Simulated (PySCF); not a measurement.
# A gas-phase reaction: BClF2 + H2S → BF2HS + ClH

What reaction energy should one expect for `FB(F)Cl` + `S` → `FB(F)S` + `Cl`?

Computed with PySCF 2.14.0; each step states its level. No surroundings beyond the atoms listed, unless a continuum is named. Atoms count from 0, parts from 1.

## 1. Starting point

Each species was relaxed by itself at PBE0-D3(BJ)/def2-SVPD.

## 2. Reaction energy: wB97M-D3(BJ)/def2-TZVPD

What the job is given:

```
{"job": {"kind": "react", "xc": "wB97M-D3(BJ)", "basis": "def2-TZVPD"}, "charge": 0, "multiplicity": 1}
-1 BClF2 charge 0 multiplicity 1
F     -0.758600    -1.114880     0.017780
B     -0.075580     0.007470     0.017190
F     -0.728120     1.147900     0.018650
Cl     1.669020    -0.016390     0.014440

-1 H2S charge 0 multiplicity 1
S     -0.005960     0.615450    -0.003580
H     -0.981640    -0.317540    -0.006260
H      0.968060    -0.319160     0.010870

+1 BF2HS charge 0 multiplicity 1
F      0.786010    -1.217060    -0.141040
B      0.201300    -0.192130     0.457860
F      0.339200    -0.071030     1.767270
S     -0.766720     1.033430    -0.441510
H     -0.585560     0.451640    -1.646970

+1 ClH charge 0 multiplicity 1
Cl     0.644660    -0.007840     0.002900
H     -0.643440     0.008990    -0.002020
```

Method: wB97M-D3(BJ)/def2-TZVPD reaction energy of separated species, gas phase.

Started as:

```console
> OMP_NUM_THREADS=1 python cluster_run.py task.json out
```

One launch serves the whole session: the jobs run in the order shown.

Output:

```text
species 1 (BClF2)
coarse grid: 22096 points
cycle   1  E = -685.0159520773  dE =  5.175e-01  |g| = 6.885e-01  |ddm| = 1.523e+00
cycle   2  E = -685.0274953178  dE = -1.154e-02  |g| = 7.537e-01  |ddm| = 6.942e-01
cycle   3  E = -685.1068730977  dE = -7.938e-02  |g| = 4.505e-02  |ddm| = 3.239e-01
cycle   4  E = -685.1073044668  dE = -4.314e-04  |g| = 2.052e-02  |ddm| = 4.576e-02
cycle   5  E = -685.1074005545  dE = -9.609e-05  |g| = 4.024e-03  |ddm| = 1.716e-02
cycle   6  E = -685.1074047182  dE = -4.164e-06  |g| = 6.086e-04  |ddm| = 4.134e-03
final grid: 46168 points
cycle   7  E = -685.1073760763  dE = -2.244e-07  |g| = 3.028e-04  |ddm| = 1.297e-03
cycle   8  E = -685.1073760993  dE = -2.302e-08  |g| = 2.287e-04  |ddm| = 4.164e-04
cycle   9  E = -685.1073761076  dE = -8.329e-09  |g| = 5.631e-05  |ddm| = 1.181e-04
cycle  10  E = -685.1073761090  dE = -1.388e-09  |g| = 2.212e-05  |ddm| = 7.458e-05
cycle  11  E = -685.1073761092  dE = -1.417e-10  |g| = 2.954e-06  |ddm| = 2.659e-05
converged SCF energy = -685.1073761092

species 2 (H2S)
coarse grid: 11264 points
cycle   1  E = -399.4336014542  dE = -1.424e-01  |g| = 1.945e-01  |ddm| = 1.016e+00
cycle   2  E = -399.4459454611  dE = -1.234e-02  |g| = 1.106e-01  |ddm| = 2.399e-01
cycle   3  E = -399.4491447731  dE = -3.199e-03  |g| = 1.578e-02  |ddm| = 9.278e-02
cycle   4  E = -399.4492191146  dE = -7.434e-05  |g| = 4.851e-03  |ddm| = 1.790e-02
cycle   5  E = -399.4492313517  dE = -1.224e-05  |g| = 9.336e-04  |ddm| = 7.536e-03
cycle   6  E = -399.4492320829  dE = -7.312e-07  |g| = 1.776e-04  |ddm| = 2.124e-03
final grid: 22496 points
cycle   7  E = -399.4492197139  dE = -2.324e-08  |g| = 1.134e-04  |ddm| = 6.083e-04
cycle   8  E = -399.4492197168  dE = -2.972e-09  |g| = 6.804e-05  |ddm| = 1.499e-04
cycle   9  E = -399.4492197176  dE = -7.675e-10  |g| = 8.731e-06  |ddm| = 5.990e-05
converged SCF energy = -399.4492197176

species 3 (BF2HS)
coarse grid: 24568 points
cycle   1  E = -623.5936737696  dE =  4.514e-01  |g| = 6.766e-01  |ddm| = 1.658e+00
cycle   2  E = -623.6067024253  dE = -1.303e-02  |g| = 7.456e-01  |ddm| = 6.676e-01
cycle   3  E = -623.6826868329  dE = -7.598e-02  |g| = 4.520e-02  |ddm| = 3.121e-01
cycle   4  E = -623.6832178403  dE = -5.310e-04  |g| = 1.898e-02  |ddm| = 5.421e-02
cycle   5  E = -623.6833205594  dE = -1.027e-04  |g| = 4.598e-03  |ddm| = 1.929e-02
cycle   6  E = -623.6833266582  dE = -6.099e-06  |g| = 1.145e-03  |ddm| = 5.797e-03
final grid: 51536 points
cycle   7  E = -623.6832314048  dE = -4.870e-07  |g| = 9.753e-04  |ddm| = 1.806e-03
cycle   8  E = -623.6832314471  dE = -4.235e-08  |g| = 1.051e-03  |ddm| = 9.153e-04
cycle   9  E = -623.6832315980  dE = -1.509e-07  |g| = 8.600e-05  |ddm| = 3.899e-04
cycle  10  E = -623.6832316037  dE = -5.699e-09  |g| = 4.381e-05  |ddm| = 1.505e-04
cycle  11  E = -623.6832316048  dE = -1.103e-09  |g| = 1.150e-05  |ddm| = 8.486e-05
cycle  12  E = -623.6832316048  dE = -4.047e-11  |g| = 3.875e-06  |ddm| = 1.022e-05
converged SCF energy = -623.6832316048

species 4 (ClH)
coarse grid: 8792 points
cycle   1  E = -460.8503331636  dE = -8.165e-02  |g| = 2.169e-01  |ddm| = 7.239e-01
cycle   2  E = -460.8625127217  dE = -1.218e-02  |g| = 1.397e-01  |ddm| = 2.651e-01
cycle   3  E = -460.8670521493  dE = -4.539e-03  |g| = 1.358e-02  |ddm| = 9.818e-02
cycle   4  E = -460.8670932325  dE = -4.108e-05  |g| = 3.364e-03  |ddm| = 9.545e-03
cycle   5  E = -460.8670994810  dE = -6.248e-06  |g| = 8.516e-04  |ddm| = 3.915e-03
final grid: 17120 points
cycle   6  E = -460.8670681960  dE = -3.715e-07  |g| = 3.676e-04  |ddm| = 8.890e-04
cycle   7  E = -460.8670682423  dE = -4.627e-08  |g| = 1.618e-04  |ddm| = 3.981e-04
cycle   8  E = -460.8670682489  dE = -6.575e-09  |g| = 4.221e-05  |ddm| = 1.295e-04
cycle   9  E = -460.8670682502  dE = -1.315e-09  |g| = 3.972e-06  |ddm| = 6.531e-05
cycle  10  E = -460.8670682502  dE = -4.320e-12  |g| = 8.165e-07  |ddm| = 3.312e-06
converged SCF energy = -460.8670682502

Reaction energy = 3.765 kcal/mol
```

Run time: 29 s. Hardware: 1 thread of Arm Neoverse N1, shared host; peak memory 0.58 GiB.

Species by species (with the dispersion term, which the log's SCF energies lack):

```csv
ν,species,energy (Eh),HOMO (eV)
-1,FB(F)Cl,-685.11008,-12.34
-1,S,-399.45056,-9.89
+1,FB(F)S,-623.68703,-10.74
+1,Cl,-460.86761,-11.93
```

## 3. Energies of the species: PBE0-D3(BJ)/def2-TZVPD

The job, as its differences from that of step 2:

```diff
@@ -1,2 +1,2 @@
-{"job": {"kind": "react", "xc": "wB97M-D3(BJ)", "basis": "def2-TZVPD"}, "charge": 0, "multiplicity": 1}
+{"job": {"kind": "react", "xc": "PBE0", "basis": "def2-TZVPD", "disp": "d3bj"}, "charge": 0, "multiplicity": 1}
 -1 BClF2 charge 0 multiplicity 1
```

With the program's defaults for keys left out, this is: PBE0-D3(BJ)/def2-TZVPD reaction energy of separated species, gas phase.

Output:

```text
species 1 (BClF2)
coarse grid: 4888 points
cycle   1  E = -684.5709587959  dE =  4.689e-01  |g| = 6.310e-01  |ddm| = 1.607e+00
cycle   2  E = -684.5046441437  dE =  6.631e-02  |g| = 9.440e-01  |ddm| = 7.030e-01
cycle   3  E = -684.6343591708  dE = -1.297e-01  |g| = 3.585e-02  |ddm| = 4.056e-01
cycle   4  E = -684.6345774264  dE = -2.183e-04  |g| = 2.060e-02  |ddm| = 4.661e-02
cycle   5  E = -684.6346574437  dE = -8.002e-05  |g| = 3.400e-03  |ddm| = 1.649e-02
cycle   6  E = -684.6346599039  dE = -2.460e-06  |g| = 1.156e-03  |ddm| = 2.955e-03
final grid: 46168 points
cycle   7  E = -684.6387942243  dE = -9.907e-05  |g| = 4.194e-03  |ddm| = 4.492e-02
cycle   8  E = -684.6387937449  dE =  4.794e-07  |g| = 4.249e-03  |ddm| = 4.778e-03
cycle   9  E = -684.6387962228  dE = -2.478e-06  |g| = 7.444e-04  |ddm| = 2.300e-03
cycle  10  E = -684.6387963033  dE = -8.052e-08  |g| = 1.768e-04  |ddm| = 4.549e-04
cycle  11  E = -684.6387963082  dE = -4.855e-09  |g| = 4.585e-05  |ddm| = 1.566e-04
cycle  12  E = -684.6387963087  dE = -4.903e-10  |g| = 9.141e-06  |ddm| = 3.432e-05
converged SCF energy = -684.6387963087

species 2 (H2S)
coarse grid: 2864 points
cycle   1  E = -399.2518635530  dE = -9.250e-02  |g| = 1.630e-01  |ddm| = 1.023e+00
cycle   2  E = -399.2538578168  dE = -1.994e-03  |g| = 1.600e-01  |ddm| = 2.978e-01
cycle   3  E = -399.2614719354  dE = -7.614e-03  |g| = 1.497e-02  |ddm| = 1.477e-01
cycle   4  E = -399.2614865473  dE = -1.461e-05  |g| = 1.103e-03  |ddm| = 5.881e-03
cycle   5  E = -399.2614869277  dE = -3.804e-07  |g| = 6.136e-04  |ddm| = 1.717e-03
final grid: 22496 points
cycle   6  E = -399.2625175613  dE = -7.084e-06  |g| = 4.896e-03  |ddm| = 1.692e-02
cycle   7  E = -399.2625181940  dE = -6.327e-07  |g| = 3.960e-03  |ddm| = 6.698e-03
cycle   8  E = -399.2625211264  dE = -2.932e-06  |g| = 2.911e-04  |ddm| = 3.504e-03
cycle   9  E = -399.2625211542  dE = -2.777e-08  |g| = 3.582e-05  |ddm| = 2.357e-04
cycle  10  E = -399.2625211545  dE = -3.602e-10  |g| = 6.382e-06  |ddm| = 2.919e-05
converged SCF energy = -399.2625211545

species 3 (BF2HS)
coarse grid: 5504 points
cycle   1  E = -623.1637448287  dE =  4.151e-01  |g| = 6.214e-01  |ddm| = 1.735e+00
cycle   2  E = -623.1012226938  dE =  6.252e-02  |g| = 9.290e-01  |ddm| = 6.836e-01
cycle   3  E = -623.2253102425  dE = -1.241e-01  |g| = 3.857e-02  |ddm| = 3.911e-01
cycle   4  E = -623.2256098563  dE = -2.996e-04  |g| = 2.226e-02  |ddm| = 5.676e-02
cycle   5  E = -623.2257204538  dE = -1.106e-04  |g| = 2.771e-03  |ddm| = 1.880e-02
cycle   6  E = -623.2257217007  dE = -1.247e-06  |g| = 1.480e-03  |ddm| = 3.077e-03
final grid: 51536 points
cycle   7  E = -623.2302565024  dE = -9.431e-05  |g| = 6.859e-03  |ddm| = 4.786e-02
cycle   8  E = -623.2302527511  dE =  3.751e-06  |g| = 7.954e-03  |ddm| = 9.157e-03
cycle   9  E = -623.2302630241  dE = -1.027e-05  |g| = 1.158e-03  |ddm| = 4.931e-03
cycle  10  E = -623.2302631958  dE = -1.717e-07  |g| = 2.164e-04  |ddm| = 5.782e-04
cycle  11  E = -623.2302632048  dE = -9.003e-09  |g| = 8.827e-05  |ddm| = 2.121e-04
cycle  12  E = -623.2302632062  dE = -1.433e-09  |g| = 2.030e-05  |ddm| = 4.790e-05
cycle  13  E = -623.2302632063  dE = -8.231e-11  |g| = 5.482e-06  |ddm| = 1.552e-05
converged SCF energy = -623.2302632063

species 4 (ClH)
coarse grid: 2248 points
cycle   1  E = -460.6537838111  dE = -4.644e-02  |g| = 1.882e-01  |ddm| = 7.411e-01
cycle   2  E = -460.6558525487  dE = -2.069e-03  |g| = 1.902e-01  |ddm| = 3.151e-01
cycle   3  E = -460.6653813905  dE = -9.529e-03  |g| = 1.506e-02  |ddm| = 1.513e-01
cycle   4  E = -460.6654034476  dE = -2.206e-05  |g| = 2.693e-03  |ddm| = 7.323e-03
cycle   5  E = -460.6654049955  dE = -1.548e-06  |g| = 1.111e-03  |ddm| = 2.553e-03
final grid: 17120 points
cycle   6  E = -460.6658903100  dE = -4.429e-06  |g| = 2.164e-03  |ddm| = 7.336e-03
cycle   7  E = -460.6658903395  dE = -2.949e-08  |g| = 1.795e-03  |ddm| = 2.512e-03
cycle   8  E = -460.6658909573  dE = -6.177e-07  |g| = 1.533e-04  |ddm| = 1.363e-03
cycle   9  E = -460.6658909642  dE = -6.900e-09  |g| = 2.147e-05  |ddm| = 1.086e-04
cycle  10  E = -460.6658909643  dE = -1.031e-10  |g| = 4.934e-06  |ddm| = 1.681e-05
converged SCF energy = -460.6658909643

Reaction energy = 3.073 kcal/mol
```

It took 14 s on 1 thread of Arm Neoverse N1, shared host; peak memory 0.58 GiB.

Reaction energy at this level: 3.07 kcal/mol.

## 4. Energies of the species: MP2/def2-TZVPD

The job, as its differences from that of step 3:

```diff
@@ -1,2 +1,2 @@
-{"job": {"kind": "react", "xc": "PBE0", "basis": "def2-TZVPD", "disp": "d3bj"}, "charge": 0, "multiplicity": 1}
+{"job": {"kind": "react", "xc": "MP2", "basis": "def2-TZVPD"}, "charge": 0, "multiplicity": 1}
 -1 BClF2 charge 0 multiplicity 1
```

With the program's defaults for keys left out, this is: MP2/def2-TZVPD reaction energy of separated species, gas phase.

Output:

```text
species 1 (BClF2)
final grid: 46168 points
cycle   1  E = -683.2614378987  dE =  5.260e-01  |g| = 6.446e-01  |ddm| = 1.471e+00
cycle   2  E = -683.3255224805  dE = -6.408e-02  |g| = 3.704e-01  |ddm| = 5.111e-01
cycle   3  E = -683.3460360390  dE = -2.051e-02  |g| = 4.274e-02  |ddm| = 1.885e-01
cycle   4  E = -683.3465420570  dE = -5.060e-04  |g| = 1.236e-02  |ddm| = 4.671e-02
cycle   5  E = -683.3465916847  dE = -4.963e-05  |g| = 3.001e-03  |ddm| = 1.261e-02
cycle   6  E = -683.3465960352  dE = -4.351e-06  |g| = 9.255e-04  |ddm| = 3.261e-03
cycle   7  E = -683.3465965902  dE = -5.550e-07  |g| = 2.304e-04  |ddm| = 1.311e-03
cycle   8  E = -683.3465966282  dE = -3.801e-08  |g| = 5.482e-05  |ddm| = 3.620e-04
cycle   9  E = -683.3465966303  dE = -2.066e-09  |g| = 1.501e-05  |ddm| = 9.716e-05
cycle  10  E = -683.3465966305  dE = -1.558e-10  |g| = 3.769e-06  |ddm| = 2.579e-05
converged SCF energy = -683.3465966305

species 2 (H2S)
final grid: 22496 points
cycle   1  E = -398.6881062206  dE = -1.695e-01  |g| = 2.014e-01  |ddm| = 9.977e-01
cycle   2  E = -398.7050962866  dE = -1.699e-02  |g| = 7.023e-02  |ddm| = 1.849e-01
cycle   3  E = -398.7068538396  dE = -1.758e-03  |g| = 2.154e-02  |ddm| = 5.634e-02
cycle   4  E = -398.7071966427  dE = -3.428e-04  |g| = 6.311e-03  |ddm| = 2.471e-02
cycle   5  E = -398.7072260564  dE = -2.941e-05  |g| = 1.395e-03  |ddm| = 9.171e-03
cycle   6  E = -398.7072275380  dE = -1.482e-06  |g| = 3.129e-04  |ddm| = 2.398e-03
cycle   7  E = -398.7072276236  dE = -8.569e-08  |g| = 5.003e-05  |ddm| = 6.832e-04
cycle   8  E = -398.7072276259  dE = -2.252e-09  |g| = 1.186e-05  |ddm| = 9.128e-05
cycle   9  E = -398.7072276260  dE = -1.240e-10  |g| = 1.950e-06  |ddm| = 2.073e-05
converged SCF energy = -398.7072276260

species 3 (BF2HS)
final grid: 51536 points
cycle   1  E = -621.8586620827  dE =  4.507e-01  |g| = 6.319e-01  |ddm| = 1.603e+00
cycle   2  E = -621.9257389654  dE = -6.708e-02  |g| = 3.645e-01  |ddm| = 4.918e-01
cycle   3  E = -621.9453945550  dE = -1.966e-02  |g| = 4.933e-02  |ddm| = 1.832e-01
cycle   4  E = -621.9463232674  dE = -9.287e-04  |g| = 1.406e-02  |ddm| = 6.291e-02
cycle   5  E = -621.9464189983  dE = -9.573e-05  |g| = 3.788e-03  |ddm| = 1.830e-02
cycle   6  E = -621.9464288706  dE = -9.872e-06  |g| = 1.053e-03  |ddm| = 6.865e-03
cycle   7  E = -621.9464295493  dE = -6.787e-07  |g| = 2.772e-04  |ddm| = 1.471e-03
cycle   8  E = -621.9464296015  dE = -5.229e-08  |g| = 7.245e-05  |ddm| = 4.577e-04
cycle   9  E = -621.9464296041  dE = -2.550e-09  |g| = 3.212e-05  |ddm| = 8.927e-05
cycle  10  E = -621.9464296045  dE = -4.122e-10  |g| = 8.266e-06  |ddm| = 3.676e-05
converged SCF energy = -621.9464296045

species 4 (ClH)
final grid: 17120 points
cycle   1  E = -460.0817349983  dE = -1.009e-01  |g| = 2.132e-01  |ddm| = 7.101e-01
cycle   2  E = -460.0969050863  dE = -1.517e-02  |g| = 8.401e-02  |ddm| = 2.053e-01
cycle   3  E = -460.0986384647  dE = -1.733e-03  |g| = 1.826e-02  |ddm| = 5.472e-02
cycle   4  E = -460.0988470313  dE = -2.086e-04  |g| = 6.315e-03  |ddm| = 1.638e-02
cycle   5  E = -460.0988770312  dE = -3.000e-05  |g| = 1.289e-03  |ddm| = 7.398e-03
cycle   6  E = -460.0988782473  dE = -1.216e-06  |g| = 2.808e-04  |ddm| = 1.659e-03
cycle   7  E = -460.0988783005  dE = -5.326e-08  |g| = 4.150e-05  |ddm| = 4.895e-04
cycle   8  E = -460.0988783013  dE = -7.297e-10  |g| = 7.806e-06  |ddm| = 6.177e-05
converged SCF energy = -460.0988783013

Reaction energy = 3.803 kcal/mol
```

It took 6.3 s on 1 thread of Arm Neoverse N1, shared host; peak memory 0.38 GiB.

Reaction energy at this level: 3.80 kcal/mol.

## 5. Side by side

Energies in kcal/mol, with wall time:

```csv
run,reaction,time
wB97M-D3(BJ)/def2-TZVPD,3.77,29 s
PBE0-D3(BJ)/def2-TZVPD,3.07,14 s
MP2/def2-TZVPD,3.80,6.3 s
```

## 6. Outcome

| quantity | value |
| --- | --- |
| reaction energy (wB97M-D3(BJ)/def2-TZVPD) | 3.77 kcal/mol |
| ΔH, ΔG at 298 K (xTB thermal terms) | +3.8, +4.2 kcal/mol |
| range of the reaction energy over the runs of this table | 3.07 to 3.80 kcal/mol |

The reaction is endothermic by 3.8 kcal/mol in the gas phase; dispersion gives -0.19, and xTB itself gave 2.99 for the electronic energy (xTB energies and thermal terms come from the earlier relaxation of each species, not shown). No barrier was sought. The reaction energy runs from 3.07 (PBE0-D3(BJ)/def2-TZVPD) to 3.80 kcal/mol (MP2/def2-TZVPD).
